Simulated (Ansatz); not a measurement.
# OsCl4 (Cmmm): one cell, many starting occupations (series 2), part 2 of 2

Aim: start the open shells of OsCl4 (Cmmm) from different occupation matrices at one fixed cell, and see in which states the SCF ends. Cell and atoms stay fixed.

Ansatz 0.2.0; DFT PBEsol+U (U = 2 eV, J = 0.9 eV on Os d), plane waves, PAW, no spin–orbit coupling unless a run says so. The steps go on from the part before.

## 4. Random orbitals: single harmonics, first filling

input.yaml reads:

```yaml
crystal:
  lattice:
    - [3.9645, -4.163, 0.0]
    - [3.9645, 4.163, 0.0]
    - [0.0, 0.0, 3.56]
  atoms:
    - { symbol: Os, position: [0.0, 0.0, 0.0], spin: 4.0 }
    - { symbol: Cl, position: [0.8106, 0.1894, 0.5] }
    - { symbol: Cl, position: [0.1894, 0.8106, 0.5] }
    - { symbol: Cl, position: [0.2852, 0.2852, 0.0] }
    - { symbol: Cl, position: [0.7148, 0.7148, 0.0] }
basis:
  ecutwfc: 420
  ecutrho_ratio: 4
kpoints:
  mp_grid: { grid: [4, 4, 5] }
hamiltonian:
  xc: pbesol
  hubbard:
    sites:
      - { site: 0, l: d, u: 2.0, j: 0.9, starting_ns: [{ spin: up, occupation_matrix: s0up }, { spin: down, occupation_matrix: s0down }] }
    occupation_matrices:
      s0up:
        matrix:
          - [0.02, 0.0, 0.0, 0.0, 0.0]
          - [0.0, 0.97, 0.0, 0.0, 0.0]
          - [0.0, 0.0, 0.97, 0.0, 0.0]
          - [0.0, 0.0, 0.0, 0.97, 0.0]
          - [0.0, 0.0, 0.0, 0.0, 0.97]
      s0down:
        matrix:
          - [0.02, 0.0, 0.0, 0.0, 0.0]
          - [0.0, 0.02, 0.0, 0.0, 0.0]
          - [0.0, 0.0, 0.02, 0.0, 0.0]
          - [0.0, 0.0, 0.0, 0.02, 0.0]
          - [0.0, 0.0, 0.0, 0.0, 0.02]
    ns_hold: until_converged
scf:
  occupations: { method: gaussian, width: 0.05 }
  lower_state_search: "off"
  max_iter: 150
output:
  forces: true
  stress: true
  eigenvalues: true
  populations: true
  hubbard: { sites: [{ site: 0, l: d }] }
magnetization:
  spin_polarized: true
```

The typed matrices put 0.97 on the chosen orbitals and 0.02 on the others, and are held until the SCF converges, then released.

Run with:

```
> ansatz run input.yaml --threads 4 --pin off --max-ram 6144MiB --backend cpu --events-out ev --progress --plain --runs-dir out
```

Output (excerpt; [...] marks lines left out):

```text
Warning: RAYON_NUM_THREADS=4 ignored (pool sized by the plan → 4); use --threads N
Os: projections on atomic orbitals take those of the free atom [Kr 4d10 4f14] 5s2 5p6 5d6 6s2, of charge +0.00 (hamiltonian.pseudopotentials.projection_atoms); the dataset's partial waves leave at most 7.8e-5 of an orbital's norm unspanned inside its sphere
Cl: projections on atomic orbitals take those of the free atom [Ne] 3s2 3p5, of charge +0.00 (hamiltonian.pseudopotentials.projection_atoms); the dataset's partial waves leave at most 2.1e-7 of an orbital's norm unspanned inside its sphere
[...]
Pseudopotentials: kind: paw
Pseudopotential: Os, paw, valence charge 16, recommended cutoff 420 eV (normal), Os.paw.azcp
Pseudopotential: Cl, paw, valence charge 7, recommended cutoff 420 eV (normal), Cl.paw.azcp
Functional definition: PBEsol
[...]
Crystal: 5 atoms, lattice volume = 117.510 Å³
Basis set: ecut = 420 eV, 2303 PW (Γ), exchange–correlation on 80×80×48 points (8 copies of the dense FFT grid, shifted against one another)
[...]
WARN: hamiltonian.hubbard: on 2 of 2 specified blocks the occupation matrix of this SCF's result fails the test of the specified filling. At site 0 ↑ (sites count from 0 in the list of atoms of the cell that this SCF solves) the least filled combination of the orbitals specified full has [...]
--- Löwdin populations: 5 sites ---
  site symbol       q [e]    m [muB]
     0     Os     15.0660     1.3042
     1     Cl      7.1107     0.0635
     2     Cl      7.1107     0.0635
     3     Cl      7.2323     0.2781
     4     Cl      7.2323     0.2781
  spilling = 0.005639 (of n_electrons = 44.000000)
--- Occupation matrices: 1 shell (run DFT+U table (all-electron-ortho-atomic); ε = 3.31e-3) ---
  Os0 d_5D: site group D2h (mmm)
  Os0 d_5D up     Tr n = 3.8891  λ = 0.433 0.509 0.971 0.988 0.988  [yz 1.00 (Eg 1.00) B3g(1.00) | x2-y2 0.72 (Eg 1.00) Ag(1.00) | z2 0.72 (T2g 1.00) Ag(1.00) | 2× xz 0.50 (T2g 1.00) B2g(0.50)]
  Os0 d_5D dn     Tr n = 2.5996  λ = 0.340 0.372 0.407 0.515 0.965  [xy 1.00 (T2g 1.00) B1g(1.00) | xz 1.00 (T2g 1.00) B2g(1.00) | yz 1.00 (Eg 1.00) B3g(1.00) | x2-y2 0.72 (Eg 1.00) Ag(1.00) | z2 0.72 (T2g 1.00) Ag(1.00)]
  specified occupation → Os0 d_5D up: matrix, ‖Δ‖_F = 1.0764, Tr Δ = +0.0109, displaced = 0.8983, d_λ = 0.6196; orbital distance = 1.4142
  specified occupation → Os0 d_5D dn: matrix, ‖Δ‖_F = 1.2308, Tr Δ = -2.4996, displaced = 1.2498, d_λ = 1.2308; orbital distance = 0.0000
  Tr n, λ and their labels are of the run-group-symmetrised matrices; stabiliser: 8 of 16 elements of G0×{1,Θ} (closed), max defect 1.9e-15 at τ = 7.0e-4
```

Run time: 6.1 s. Hardware: 4 threads of Arm Neoverse V2, shared host; peak memory 0.52 GiB.

It ends with a gap on the mesh of 0.68 eV, pressure -0.4 GPa, moments in spheres Os 0.99; Cl 0.19 μB, largest force component 0.36 eV/Å, 8 symmetry operations imposed. The program reports that the typed filling wasn't kept.

How the shells are filled (orbitals counted by the eigenvalues of the occupation matrices):

```tsv
shell	channel	electrons	over 0.8	0.2 to 0.8	under 0.2
Os 5d (atom 1)	up	3.89	3	2	0
Os 5d (atom 1)	down	2.60	1	4	0
```

## 5. Random orbitals: fully mixed, one electron fewer

input.yaml, as its differences from that of step 4:

```diff
@@ -6,3 +6,3 @@
   atoms:
-    - { symbol: Os, position: [0.0, 0.0, 0.0], spin: 4.0 }
+    - { symbol: Os, position: [0.0, 0.0, 0.0], spin: 3.0 }
     - { symbol: Cl, position: [0.8106, 0.1894, 0.5] }
@@ -24,7 +24,7 @@
         matrix:
-          - [0.02, 0.0, 0.0, 0.0, 0.0]
-          - [0.0, 0.97, 0.0, 0.0, 0.0]
-          - [0.0, 0.0, 0.97, 0.0, 0.0]
-          - [0.0, 0.0, 0.0, 0.97, 0.0]
-          - [0.0, 0.0, 0.0, 0.0, 0.97]
+          - [0.63926, -0.15594, -0.14995, 0.36819, 0.14983]
+          - [-0.15594, 0.74915, 0.15462, 0.29617, -0.1584]
+          - [-0.14995, 0.15462, 0.55742, -0.02054, 0.41823]
+          - [0.36819, 0.29617, -0.02054, 0.45814, 0.02376]
+          - [0.14983, -0.1584, 0.41823, 0.02376, 0.54603]
       s0down:
```

The typed matrices are held until the SCF converges, then released.

Run with:

```
> ansatz run input.yaml --threads 4 --pin off --max-ram 6144MiB --backend cpu --events-out ev --progress --plain --runs-dir out
```

Output (excerpt; [...] marks lines left out):

```text
Warning: crystal.symmetry: narrowed to the stabiliser of the occupation matrices — unitary ops 8 → 2; lowered by the specified shell (site 0, l: d); largest admitted image defect 2.2e-16, smallest excluded 3.2e-1 — at a splitting's scale: the group the occupation matrices' own texture admits
Warning: RAYON_NUM_THREADS=4 ignored (pool sized by the plan → 4); use --threads N
Os: projections on atomic orbitals take those of the free atom [Kr 4d10 4f14] 5s2 5p6 5d6 6s2, of charge +0.00 (hamiltonian.pseudopotentials.projection_atoms); the dataset's partial waves leave at most 7.8e-5 of an orbital's norm unspanned inside its sphere
Cl: projections on atomic orbitals take those of the free atom [Ne] 3s2 3p5, of charge +0.00 (hamiltonian.pseudopotentials.projection_atoms); the dataset's partial waves leave at most 2.1e-7 of an orbital's norm unspanned inside its sphere
[...]
Pseudopotentials: kind: paw
Pseudopotential: Os, paw, valence charge 16, recommended cutoff 420 eV (normal), Os.paw.azcp
Pseudopotential: Cl, paw, valence charge 7, recommended cutoff 420 eV (normal), Cl.paw.azcp
Functional definition: PBEsol
[...]
Crystal: 5 atoms, lattice volume = 117.510 Å³
[...]
WARN: hamiltonian.hubbard: on 2 of 2 specified blocks the occupation matrix of this SCF's result fails the test of the specified filling. At site 0 ↑ (sites count from 0 in the list of atoms of the cell that this SCF solves) the least filled combination of the orbitals specified full has [...]
  P = ⅓ Tr σ = -0.4349 GPa (-4.349 kbar)
--- Band table (eV; the first three rows and the last of 84) ---
[...]
Occupation matrices written to <dir>
--- Löwdin populations: 5 sites ---
  site symbol       q [e]    m [muB]
     0     Os     15.0660     1.3042
     1     Cl      7.1107     0.0635
     2     Cl      7.1107     0.0635
     3     Cl      7.2323     0.2781
     4     Cl      7.2323     0.2781
  spilling = 0.005639 (of n_electrons = 44.000000)
--- Occupation matrices: 1 shell (run DFT+U table (all-electron-ortho-atomic); ε = 4.48e-3) ---
  Os0 d_5D: site group D2h (mmm)
  Os0 d_5D up     Tr n = 3.8891  λ = 0.433 0.509 0.971 0.988 0.988  [yz 1.00 (Eg 1.00) B3g(1.00) | x2-y2 0.72 (Eg 1.00) Ag(1.00) | z2 0.72 (T2g 1.00) Ag(1.00) | 2× xz 0.50 (T2g 1.00) B2g(0.50)]
  Os0 d_5D dn     Tr n = 2.5996  λ = 0.340 0.372 0.407 0.515 0.965  [xy 1.00 (T2g 1.00) B1g(1.00) | xz 1.00 (T2g 1.00) B2g(1.00) | yz 1.00 (Eg 1.00) B3g(1.00) | x2-y2 0.72 (Eg 1.00) Ag(1.00) | z2 0.72 (T2g 1.00) Ag(1.00)]
  specified occupation → Os0 d_5D up: matrix, ‖Δ‖_F = 1.0752, Tr Δ = -0.9391, displaced = 0.9420, d_λ = 0.6408; orbital distance = 1.2099
  specified occupation → Os0 d_5D dn: matrix, ‖Δ‖_F = 1.2308, Tr Δ = -2.4996, displaced = 1.2498, d_λ = 1.2308; orbital distance = 0.0000
  Tr n, λ and their labels are of the run-group-symmetrised matrices; stabiliser: 8 of 16 elements of G0×{1,Θ} (closed), max defect 4.8e-5 at τ = 9.5e-4
```

Wall time 14 s (4 threads of Arm Neoverse V2, shared host); peak memory 0.62 GiB.

Result: a gap on the mesh of 0.68 eV, pressure -0.4 GPa, moments in spheres Os 0.99; Cl 0.19 μB, largest force component 0.36 eV/Å, 2 symmetry operations imposed. The program reports that the typed filling wasn't kept.

The shells' filling, with natural orbitals sorted by occupation:

```tsv
shell	channel	electrons	over 0.8	0.2 to 0.8	under 0.2
Os 5d (atom 1)	up	3.89	3	2	0
Os 5d (atom 1)	down	2.60	1	4	0
```

## 6. Random orbitals: drawn by pairs, first filling

input.yaml, as its differences from that of step 5:

```diff
@@ -6,3 +6,3 @@
   atoms:
-    - { symbol: Os, position: [0.0, 0.0, 0.0], spin: 3.0 }
+    - { symbol: Os, position: [0.0, 0.0, 0.0], spin: 4.0 }
     - { symbol: Cl, position: [0.8106, 0.1894, 0.5] }
@@ -24,7 +24,7 @@
         matrix:
-          - [0.63926, -0.15594, -0.14995, 0.36819, 0.14983]
-          - [-0.15594, 0.74915, 0.15462, 0.29617, -0.1584]
-          - [-0.14995, 0.15462, 0.55742, -0.02054, 0.41823]
-          - [0.36819, 0.29617, -0.02054, 0.45814, 0.02376]
-          - [0.14983, -0.1584, 0.41823, 0.02376, 0.54603]
+          - [0.97, 0.0, 0.0, 0.0, 0.0]
+          - [0.0, 0.97, 0.0, 0.0, 0.0]
+          - [0.0, 0.0, 0.73413, 0.0, -0.41042]
+          - [0.0, 0.0, 0.0, 0.97, 0.0]
+          - [0.0, 0.0, -0.41042, 0.0, 0.25587]
       s0down:
@@ -36,3 +36,3 @@
           - [0.0, 0.0, 0.0, 0.0, 0.02]
-    ns_hold: until_converged
+    ns_hold: { iters: 12 }
 scf:
```

The typed matrices put 0.97 on the chosen orbitals and 0.02 on the others, and are held for 12 cycles.

Run with:

```
> ansatz run input.yaml --threads 4 --pin off --max-ram 6144MiB --backend cpu --events-out ev --progress --plain --runs-dir out
```

Output (excerpt; [...] marks lines left out):

```text
Warning: crystal.symmetry: narrowed to the stabiliser of the occupation matrices — unitary ops 8 → 4; lowered by the specified shell (site 0, l: d); largest admitted image defect 8.9e-16, smallest excluded 8.2e-1 — at a splitting's scale: the group the occupation matrices' own texture admits
Warning: RAYON_NUM_THREADS=4 ignored (pool sized by the plan → 4); use --threads N
Os: projections on atomic orbitals take those of the free atom [Kr 4d10 4f14] 5s2 5p6 5d6 6s2, of charge +0.00 (hamiltonian.pseudopotentials.projection_atoms); the dataset's partial waves leave at most 7.8e-5 of an orbital's norm unspanned inside its sphere
Cl: projections on atomic orbitals take those of the free atom [Ne] 3s2 3p5, of charge +0.00 (hamiltonian.pseudopotentials.projection_atoms); the dataset's partial waves leave at most 2.1e-7 of an orbital's norm unspanned inside its sphere
[...]
Pseudopotentials: kind: paw
Pseudopotential: Os, paw, valence charge 16, recommended cutoff 420 eV (normal), Os.paw.azcp
Pseudopotential: Cl, paw, valence charge 7, recommended cutoff 420 eV (normal), Cl.paw.azcp
Functional definition: PBEsol
[...]
Crystal: 5 atoms, lattice volume = 117.510 Å³
[...]
WARN: hamiltonian.hubbard: on 2 of 2 specified blocks the occupation matrix of this SCF's result fails the test of the specified filling. At site 0 ↑ (sites count from 0 in the list of atoms of the cell that this SCF solves) the least filled combination of the orbitals specified full has [...]
  P = ⅓ Tr σ = -0.4349 GPa (-4.349 kbar)
--- Band table (eV; the first three rows and the last of 54) ---
[...]
Occupation matrices written to <dir>
--- Löwdin populations: 5 sites ---
  site symbol       q [e]    m [muB]
     0     Os     15.0660     1.3042
     1     Cl      7.1107     0.0635
     2     Cl      7.1107     0.0635
     3     Cl      7.2323     0.2781
     4     Cl      7.2323     0.2781
  spilling = 0.005639 (of n_electrons = 44.000000)
--- Occupation matrices: 1 shell (run DFT+U table (all-electron-ortho-atomic); ε = 2.92e-3) ---
  Os0 d_5D: site group D2h (mmm)
  Os0 d_5D up     Tr n = 3.8891  λ = 0.433 0.509 0.971 0.988 0.988  [yz 1.00 (Eg 1.00) B3g(1.00) | x2-y2 0.72 (Eg 1.00) Ag(1.00) | z2 0.72 (T2g 1.00) Ag(1.00) | 2× xz 0.50 (T2g 1.00) B2g(0.50)]
  Os0 d_5D dn     Tr n = 2.5996  λ = 0.340 0.372 0.407 0.515 0.965  [xy 1.00 (T2g 1.00) B1g(1.00) | xz 1.00 (T2g 1.00) B2g(1.00) | yz 1.00 (Eg 1.00) B3g(1.00) | x2-y2 0.72 (Eg 1.00) Ag(1.00) | z2 0.72 (T2g 1.00) Ag(1.00)]
  specified occupation → Os0 d_5D up: matrix, ‖Δ‖_F = 1.0844, Tr Δ = +0.0109, displaced = 0.8996, d_λ = 0.6196; orbital distance = 1.2261
  specified occupation → Os0 d_5D dn: matrix, ‖Δ‖_F = 1.2308, Tr Δ = -2.4996, displaced = 1.2498, d_λ = 1.2308; orbital distance = 0.0000
  Tr n, λ and their labels are of the run-group-symmetrised matrices; stabiliser: 8 of 16 elements of G0×{1,Θ} (closed), max defect 3.1e-5 at τ = 6.2e-4
```

Run time: 7.3 s. Hardware: 4 threads of Arm Neoverse V2, shared host; peak memory 0.55 GiB.

Result: a gap on the mesh of 0.68 eV, pressure -0.4 GPa, moments in spheres Os 0.99; Cl 0.19 μB, largest force component 0.36 eV/Å, 4 symmetry operations imposed. The program reports that the typed filling wasn't kept.

The shells' filling, with natural orbitals sorted by occupation:

```tsv
shell	channel	electrons	over 0.8	0.2 to 0.8	under 0.2
Os 5d (atom 1)	up	3.89	3	2	0
Os 5d (atom 1)	down	2.60	1	4	0
```

## 7. All runs side by side

This closing draws on all 2 parts.

Energies count from the lowest free state and have the smearing extrapolated to zero.

| start | energy (meV/atom) | gap (eV) | pressure (GPa) | largest moment (μB) | SCF cycles | time |
| --- | --- | --- | --- | --- | --- | --- |
| random orbitals: drawn by pairs, first filling (earlier series) | 0.0 | 0.68 | -0.4 | 0.99 | 16 | 5.3 s |
| random orbitals: drawn by pairs, first filling | 0.0 | 0.68 | -0.4 | 0.99 | 25 | 7.3 s |
| random orbitals: fully mixed, first filling | 0.0 | 0.68 | -0.4 | 0.99 | 24 | 13 s |
| random orbitals: fully mixed, one electron fewer | 0.0 | 0.68 | -0.4 | 0.99 | 28 | 14 s |
| random orbitals: single harmonics, first filling | 0.0 | 0.68 | -0.4 | 0.99 | 22 | 6.1 s |
| random orbitals: single harmonics, second filling | 24.5 | 0.40 | -0.5 | 0.02 | 23 | 6.2 s |

The 6 free runs end at 2 energies more than 1 meV/atom apart (states closer than that can still differ), spread over 24 meV/atom; the lowest came from «random orbitals: drawn by pairs, first filling (earlier series)» and 4 more starts. Their gaps on the mesh range from 0.40 to 0.68 eV, so the gap depends on the state reached. The lowest state found need not be the ground state, and the geometry wasn't relaxed for any of them. Spin–orbit coupling is left out.
